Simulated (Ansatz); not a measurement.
# Nb4SiSb2: the cost of one run

Computed with Ansatz 0.2.0 (DFT PBE, scalar-relativistic, plane waves, PAW, unless a step's input says otherwise).

### 1 The system as given

Symmetry: I4/mcm, No. 140, tetragonal system. The conventional cell has a = 10.364 Å, b = 10.364 Å, c = 4.915 Å, α = 90.00°, β = 90.00°, γ = 90.00°. Around Nb (site symmetry m) lie 2 Si at 2.63 Å and 4 Sb at 2.82 to 2.98 Å. Si (site symmetry 422) has 2 Si at 2.46 Å and 8 Nb at 2.63 Å as nearest neighbours. Around Sb (site symmetry m2m) lie 8 Nb at 2.82 to 2.98 Å.

Coordinates:

```xyz
14
Lattice="-5.1819 5.1819 2.4575 5.1819 -5.1819 2.4575 5.1819 5.1819 -2.4575" Properties=species:S:1:pos:R:3 pbc="T T T"
Nb    8.2190    0.8840    0.0000
Nb   -3.0371    4.2979    2.4575
Nb    4.2979    3.0371    2.4575
Nb    0.8840    2.1448    0.0000
Nb    3.0371    4.2979    0.0000
Nb    2.1448    0.8840    2.4576
Nb   -0.8840    2.1448    2.4575
Nb    6.0659    3.0371    0.0000
Si    0.0000    0.0000    1.2288
Si    0.0000    0.0000    3.6863
Sb    1.4548    3.7271    2.4575
Sb    3.7271    1.4548    0.0000
Sb    1.4548    6.6367    0.0000
Sb    3.7271   -1.4548    2.4575
```

(A quick probe on a coarse mesh, which set the mesh and smearing, is not shown.)

### 3 The relaxation

The input, input.yaml:

```yaml
crystal:
  lattice:
    - [-5.1819, 5.1819, 2.45755]
    - [5.1819, -5.1819, 2.45755]
    - [5.1819, 5.1819, -2.45755]
  atoms:
    - { symbol: Nb, position: [0.0853, 0.79305, 0.87835] }
    - { symbol: Nb, position: [0.9147, 0.20695, 0.12165] }
    - { symbol: Nb, position: [0.79305, 0.9147, 0.70775] }
    - { symbol: Nb, position: [0.20695, 0.0853, 0.29225] }
    - { symbol: Nb, position: [0.4147, 0.29305, 0.70775] }
    - { symbol: Nb, position: [0.5853, 0.70695, 0.29225] }
    - { symbol: Nb, position: [0.70695, 0.4147, 0.12165] }
    - { symbol: Nb, position: [0.29305, 0.5853, 0.87835] }
    - { symbol: Si, position: [0.25, 0.25, 0.0] }
    - { symbol: Si, position: [0.75, 0.75, 0.0] }
    - { symbol: Sb, position: [0.85963, 0.64037, 0.5] }
    - { symbol: Sb, position: [0.14037, 0.35963, 0.5] }
    - { symbol: Sb, position: [0.64037, 0.14037, 0.78074] }
    - { symbol: Sb, position: [0.35963, 0.85963, 0.21926] }
basis:
  ecutwfc: 420
kpoints:
  mp_grid: { grid: [8, 8, 8] }
hamiltonian:
  xc: pbe
scf:
  occupations: { method: gaussian, width: 0.1 }
output:
  forces: true
  stress: true
  eigenvalues: true
  write_density: true
  write_potential: true
  elf: true
  volumetric_format: npy
relax:
  adjacent_minimum: "off"
  f_tol: 0.005
  max_steps: 80
  cell: { stress_tol: 0.05 }
```

The run is started by

```sh
ansatz run input.yaml --threads 4 --pin off --max-ram 10240MiB --backend cpu --events-out ev --progress --plain --runs-dir out
```

**Question.** How long does this run take on 4 threads of Arm Neoverse N1, shared host, and how much memory does it need?

About 6 min, with a peak of 1.7 GiB.
